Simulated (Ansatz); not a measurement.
# C₃H₆BCl₂N: how energies converge with the basis set

An exercise on one series of results from a longer session: the logs are not shown, and one member is left open.

Program: Ansatz 0.2.0, Gaussian basis. Level of theory: one geometry, several basis sets. These are calculated values, not measurements.

Plan: PBE0-D4/def2-SVP; ωB97M-V/def2-SVP; PBE0-D4/def2-QZVPP; ωB97M-V/def2-QZVPP; the functionals' def2-TZVPP values are taken from earlier runs.

**The geometry**

The geometry comes from an earlier relaxation with PBE0-D4 in a triple-zeta def2 set; it is a stationary point, not always the lowest conformer.

SMILES `CC#[N+][B-](C)(Cl)Cl`, 13 atoms, charge 0, spin multiplicity 1.

Atoms are counted from 1 here; the program's logs count them from 0.

Bond lengths: C1–C2 1.440 Å, C1–H8 1.091 Å, C1–H9 1.091 Å, C1–H10 1.091 Å, C2–N3 1.139 Å, N3–B4 1.585 Å, B4–C5 1.587 Å, B4–Cl6 1.848 Å, B4–Cl7 1.848 Å, C5–H11 1.094 Å, C5–H12 1.094 Å, C5–H13 1.092 Å. Angles: C2–C1–H8 109.4°, C2–C1–H9 109.4°, C2–C1–H10 109.8°, H8–C1–H9 109.4°, H8–C1–H10 109.4°, H9–C1–H10 109.4°, C1–C2–N3 179.2°, C2–N3–B4 178.8°, N3–B4–C5 108.7°, N3–B4–Cl6 103.5°, N3–B4–Cl7 103.5°, C5–B4–Cl6 113.8°, C5–B4–Cl7 113.8°, Cl6–B4–Cl7 112.4°, B4–C5–H11 112.0°, B4–C5–H12 112.0°, B4–C5–H13 108.7°, H11–C5–H12 108.8° and more.

Geometry (Å):

```mol
C3H6BCl2N
  3D, bonds by distance, orders not assigned

 13 12  0  0  0  0  0  0  0  0999 V2000
    0.1937    0.0649    2.7530 C   0  0
    0.2147    0.1692    1.3173 C   0  0
    0.2419    0.2636    0.1821 N   0  0
    0.3013    0.4193   -1.3943 B   0  0
   -0.6656   -0.6549   -2.0495 C   0  0
   -0.2273    2.1673   -1.6746 Cl  0  0
    2.0870    0.1522   -1.7863 Cl  0  0
   -0.1036    1.0236    3.1817 H   0  0
    1.1901   -0.1985    3.1121 H   0  0
   -0.5171   -0.7048    3.0574 H   0  0
   -0.3647   -1.6779   -1.8066 H   0  0
   -1.7051   -0.5109   -1.7418 H   0  0
   -0.6247   -0.5476   -3.1358 H   0  0
  1  2  8  0
  2  3  8  0
  3  4  8  0
  4  5  8  0
  4  6  8  0
  4  7  8  0
  1  8  8  0
  1  9  8  0
  1 10  8  0
  5 11  8  0
  5 12  8  0
  5 13  8  0
M  END
```

Set-up of the first run:

Contents of in.yaml:

```yaml
crystal:
  periodic: [false, false, false]
  atoms:
    - {symbol: C, position_ang: [0.193710, 0.064939, 2.753008]}
    - {symbol: C, position_ang: [0.214736, 0.169200, 1.317314]}
    - {symbol: N, position_ang: [0.241946, 0.263645, 0.182140]}
    - {symbol: B, position_ang: [0.301338, 0.419330, -1.394323]}
    - {symbol: C, position_ang: [-0.665619, -0.654927, -2.049547]}
    - {symbol: Cl, position_ang: [-0.227348, 2.167287, -1.674574]}
    - {symbol: Cl, position_ang: [2.086951, 0.152158, -1.786307]}
    - {symbol: H, position_ang: [-0.103601, 1.023620, 3.181687]}
    - {symbol: H, position_ang: [1.190126, -0.198527, 3.112117]}
    - {symbol: H, position_ang: [-0.517119, -0.704793, 3.057437]}
    - {symbol: H, position_ang: [-0.364688, -1.677901, -1.806575]}
    - {symbol: H, position_ang: [-1.705148, -0.510926, -1.741792]}
    - {symbol: H, position_ang: [-0.624685, -0.547605, -3.135787]}
basis:
  gaussian: {orbitals: def2-SVP}
hamiltonian: {xc: pbe0, dispersion: d4}
output: {orbitals: {seedname: orbitals}}
```

Run with:

```console
> ansatz run in.yaml --threads 4 --pin off --events-out ev --progress --plain --max-ram 11315MiB
```

Among the steps run: PBE0-D4 in def2-SVP; ωB97M-V in def2-SVP; PBE0-D4 in def2-QZVPP; ωB97M-V in def2-QZVPP.

One of the session's tables, all rows but one given; the rest of the session is left out.

It belongs to the step «Functionals by basis». 

| functional | basis | HOMO (eV) |
| --- | --- | --- |
| PBE0-D4 | def2-SVP | -7.21 |
| PBE0-D4 | def2-TZVPP | -7.50 |
| PBE0-D4 | def2-QZVPP | -7.55 |
| ωB97M-V | def2-SVP | -9.40 |
| ωB97M-V | def2-TZVPP | -9.74 |
| ωB97M-V | def2-QZVPP | ? |

Estimate the missing values for ωB97M-V, def2-QZVPP.

The run gave: HOMO (eV): -9.81. In the column «HOMO (eV)» it is the lowest.
